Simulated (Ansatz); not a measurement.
**InH₃+ (doublet): wave-function methods side by side, def2-SVP**

How much of the correlation energy of InH₃+ (doublet) does each wave-function method recover here?

Computed with Ansatz 0.2.0, Gaussian basis. Level: def2-SVP, core rule «outside noble gas», up to 9 orbitals frozen.

The runs, in order: UHF; CCSD(T) on ROHF; CCSD(T) on UHF; BCCD(T) on ROHF; CISD; CCSDT(Q) on ROHF; CCSDT(Q) on UHF; CASSCF and MRCISD+Q, 5 electrons in 7 orbitals; CASSCF and NEVPT2, 5 electrons in 7 orbitals; Full CI.

21 further runs of the same task are left out: 7 for a known fault of the program, 6 that didn't finish, 8 set aside as unsound or not needed.

### Step 1. The geometry

The geometry is a PBE0/def2-TZVP stationary point (not a proven minimum) of the parent state, kept for this charge and spin. No spin-orbit coupling is included. Elements past krypton take def2 core potentials.

4 atoms, charge 1, spin multiplicity 2.

Atoms are counted from 1 here; the program's logs count them from 0.

Bond lengths: In1–H2 1.760 Å, H3–H4 0.769 Å.

### Step 2. UHF

in.yaml

```yaml
crystal:
  periodic: [false, false, false]
  atoms:
    - {symbol: In, position_ang: [0.000000, 0.017034, -0.038458]}
    - {symbol: H, position_ang: [0.000000, -1.726316, -0.276632]}
    - {symbol: H, position_ang: [0.384545, -0.107040, 2.328746]}
    - {symbol: H, position_ang: [-0.384545, -0.107040, 2.328746]}
basis:
  gaussian: {orbitals: def2-SVP}
total_charge: 1
magnetization: {spin_polarized: true, initial_magnetization: 1}
hamiltonian: {xc: hf}
output: {orbitals: {seedname: orbitals}}
```

On the command line:

```console
$ ansatz run in.yaml --threads 1 --pin off --events-out ev --progress --plain --max-ram 2393MiB
```

The runs that follow: CCSD(T) on ROHF; CCSD(T) on UHF; BCCD(T) on ROHF; CISD; CCSDT(Q) on ROHF; CCSDT(Q) on UHF; CASSCF and MRCISD+Q, 5 electrons in 7 orbitals; CASSCF and NEVPT2, 5 electrons in 7 orbitals; Full CI.

Q: Predict the results of all the runs planned. Wanted: FCI below the RHF energy; RMP2 from FCI; UMP2 from FCI; RCCSD from FCI; RCCSD(T) from FCI; UCCSD(T) from FCI; RCCSDT(Q) from FCI; UCCSDT(Q) from FCI; NEVPT2 valence from FCI.

As calculated:

```
                         quantity                                                                                                              value
         FCI below the RHF energy                                                                                                         -2.1632 eV
                    RMP2 from FCI                                                                                                         +597.4 meV
                    UMP2 from FCI                                                                                                         +550.6 meV
                   RCCSD from FCI                                                                                                          +24.2 meV
                RCCSD(T) from FCI                                                                                                           +2.8 meV
                UCCSD(T) from FCI                                                                                                          -13.0 meV
               RCCSDT(Q) from FCI                                                                                                           -5.0 meV
               UCCSDT(Q) from FCI                                                                                                          -19.5 meV
          NEVPT2 valence from FCI                                                                                                         +230.1 meV
        MRCISD+Q valence from FCI                                                                                                          -11.5 meV
levels within 1 kcal/mol (43 meV)  RCCSD, UCCSD, RCCSD(T), UCCSD(T), BCCD(T), RCCSDT, UCCSDT, RCCSDT(Q), UCCSDT(Q), MRCISD valence, MRCISD+Q valence
                    T1 diagnostic                                                                                                              0.039
   effectively unpaired electrons                                                                                                               1.03
```

RCCSD(T) lands +2.8 meV from the yardstick (0.1 % of the correlation energy). UCCSD(T), RCCSDT, UCCSDT, RCCSDT(Q), UCCSDT(Q), MRCISD+Q valence fall below full CI: unrestricted runs freeze a spin-polarised core, another one than full CI's, and coupled cluster isn't variational. One determinant dominates. Of the multireference levels listed MRCISD+Q valence comes nearest in total energy (-11.5 meV), which doesn't show that its space is the better one. These misses are within one basis, not against nature; the frozen cores of restricted and unrestricted runs differ, which can shift their rows.
